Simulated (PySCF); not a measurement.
# C2H7BrSi: the cost of one run

The runs use PySCF 2.14.0, with density-fitted response routines of our own; the level of theory stands in each step. All values are computed, except where a source is named. Atoms count from 0, in the outputs and in this text.

## 1. Starting geometry

11 atoms, charge 0, multiplicity 1; geometry from: GFN2-xTB. The atoms were then displaced at random by about 0.01 Å, so the start is not that level's minimum.

Bonds of the start (Å): C0–Si1 1.87, Si1–C2 1.90, C2–Br3 1.99, C0–H4 1.11, C0–H5 1.08, C0–H6 1.08, Si1–H7 1.46, Si1–H8 1.44, C2–H9 1.11, C2–H10 1.08.

## 2. Geometry optimisation at PBE0-D3(BJ)/def2-SVP

The job: settings as JSON, then the geometry in Å.

```
{"job": {"xc": "PBE0", "basis": "def2-SVP", "d3": "d3bj", "grid": 1, "shake": 0.01, "kind": "geom"}, "charge": 0, "multiplicity": 1}
C     -1.574400     0.087790     0.450370
Si    -0.073400    -0.640510    -0.389370
C      1.396730     0.509280    -0.024970
Br     3.052740    -0.225930    -0.858230
H     -1.776160     1.127900     0.110780
H     -1.501140     0.129090     1.525800
H     -2.469080    -0.468940     0.203820
H      0.267440    -1.952730     0.153750
H     -0.219340    -0.693280    -1.824110
H      1.642430     0.592320     1.053630
H      1.292300     1.509170    -0.417120
```

Launch:

```bash
OMP_NUM_THREADS=1 python probes_run.py task.json out
```

The driver reads the jobs from task.json and runs them one after another.

**Question.** How long does this first job take on 1 thread of Arm Neoverse V2, shared host, and how much memory does it need?

About 29 s, with a peak of 0.48 GiB.
